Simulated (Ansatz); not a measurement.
**F₂H₂OSi + SiH₃F + HCl: a complex and its separated parts**

Aim: how far the complex at one end of a reaction step lies below its separated, relaxed parts, level by level.

Method: PBE0-D4/def2-TZVP structures, single points in def2-TZVPP, no counterpoise correction; program: Ansatz 0.2.0, Gaussian basis.

Levels: SPW92, PBE-D4, BLYP-D4, r2SCAN-D4, B97M-V, PBE0-D4, B3LYP-D4, r2SCAN0-D4, BHLYP-D4, CAM-B3LYP-D4, wB97X-V, wB97M-V, B2PLYP, PBE-QIDH, RPA on PBE, Hartree-Fock, MP2, CCSD, CCSD(T).

Correlated methods freeze the cores. B3LYP uses VWN-RPA correlation. B2PLYP carries no dispersion term here.

113 further runs of the same task are left out: 113 set aside as unsound or not needed.

**1. The starting structure**

The complex: 13 atoms, charge 0, spin multiplicity 1.

Atoms are counted from 1 here; the program's logs count them from 0.

Bond lengths: Si1–F3 1.586 Å, Si1–F4 1.592 Å, Si1–O5 1.611 Å, Si1–H8 1.461 Å, Si2–F9 1.613 Å, Si2–H10 1.481 Å, Si2–H11 1.478 Å, Si2–H12 1.479 Å, O5–H13 0.958 Å, H6–Cl7 1.286 Å. Angles: F3–Si1–F4 104.3°, F3–Si1–O5 111.2°, F3–Si1–H8 109.5°, F4–Si1–O5 111.3°, F4–Si1–H8 110.8°, O5–Si1–H8 109.7°, F9–Si2–H10 106.6°, F9–Si2–H11 108.4°, F9–Si2–H12 108.2°, H10–Si2–H11 110.9°, H10–Si2–H12 110.7°, H11–Si2–H12 111.9°, Si1–O5–H13 121.3°.

As a file:

```mol
ClF3H6OSi2
  3D, bonds by distance, orders not assigned

 13 10  0  0  0  0  0  0  0  0999 V2000
   -0.7899    1.3931   -1.2915 Si  0  0
    1.0239   -2.3609    0.5471 Si  0  0
   -1.2519    0.8785   -2.7184 F   0  0
   -0.7194    0.0747   -0.4026 F   0  0
   -1.8418    2.4518   -0.6851 O   0  0
    0.8569    0.6854    1.9721 H   0  0
    0.7872    1.9696    1.9986 Cl  0  0
    0.5268    2.0157   -1.4001 H   0  0
    1.0459   -1.2645    1.7302 F   0  0
    1.8499   -3.5004    1.0095 H   0  0
   -0.3760   -2.7802    0.3269 H   0  0
    1.6122   -1.7460   -0.6624 H   0  0
   -2.7235    2.1833   -0.4241 H   0  0
  1  3  8  0
  1  4  8  0
  1  5  8  0
  1  8  8  0
  2  9  8  0
  2 10  8  0
  2 11  8  0
  2 12  8  0
  5 13  8  0
  6  7  8  0
M  END
```

Its parts: F₂H₂OSi holds atoms 1, 3, 4, 5, 8, 13; SiH₃F holds atoms 2, 9, 10, 11, 12; HCl holds atoms 6, 7. Each part counts its atoms afresh in its own runs.

**2. Relaxing F₂H₂OSi alone**

The input, relax-a/in.yaml:

```yaml
crystal:
  periodic: [false, false, false]
  atoms:
    - {symbol: Si, position_ang: [-0.789949, 1.393131, -1.291493]}
    - {symbol: F, position_ang: [-1.251945, 0.878487, -2.718419]}
    - {symbol: F, position_ang: [-0.719448, 0.074716, -0.402646]}
    - {symbol: O, position_ang: [-1.841809, 2.451827, -0.685091]}
    - {symbol: H, position_ang: [0.526752, 2.015672, -1.400142]}
    - {symbol: H, position_ang: [-2.723544, 2.183340, -0.424082]}
basis:
  gaussian: {orbitals: def2-TZVP}
hamiltonian: {xc: pbe0, dispersion: d4}
relax: {f_tol: 0.005, max_steps: 200}
```

Started as:

```console
$ ansatz run in.yaml --threads 4 --pin off --events-out ev --progress --plain --max-ram 66560MiB --backend cpu
```

Further steps of the session: Relaxing SiH₃F alone; Relaxing HCl alone; SPW92/def2-TZVPP; PBE-D4/def2-TZVPP; BLYP-D4/def2-TZVPP; r2SCAN-D4/def2-TZVPP; B97M-V/def2-TZVPP; PBE0-D4/def2-TZVPP; B3LYP-D4/def2-TZVPP; r2SCAN0-D4/def2-TZVPP; BHLYP-D4/def2-TZVPP; CAM-B3LYP-D4/def2-TZVPP; wB97X-V/def2-TZVPP; wB97M-V/def2-TZVPP; B2PLYP/def2-TZVPP; PBE-QIDH/def2-TZVPP; RPA on PBE/def2-TZVPP; CCSD(T)/def2-TZVPP; CCSD(T)/def2-QZVPP; Vibrations of F₂H₂OSi; Vibrations of SiH₃F; Vibrations of HCl.

Q: Predict the outcome of this session. Wanted: complex less parts, CCSD(T)/def2-TZVPP; with zero-point energy; largest T1 diagnostic.

**Answer**, as computed:

```
                              quantity         value
complex less parts, CCSD(T)/def2-TZVPP  -23.7 kJ/mol
                with zero-point energy  -17.7 kJ/mol
                 largest T1 diagnostic         0.011
```

What this shows: At CCSD(T) the complex lies 23.7 kJ/mol below its parts. The functionals run from PBE-QIDH, off by +2.9 kJ/mol, to SPW92, off by -17.6 kJ/mol, against CCSD(T). Mean unsigned error by rung: LDA 17.6, GGA 7.4, meta-GGA 4.2, hybrid 6.8, range-separated hybrid 6.2, double hybrid 4.0 kJ/mol. PBE-D4 gives a relative energy 7.4 kJ/mol too low, outside chemical accuracy (1 kcal/mol, 4.2 kJ/mol). No counterpoise was applied, and triple zeta lacks some correlation, so the CCSD(T) reference has a basis error of its own, and close matches with it are partly luck.
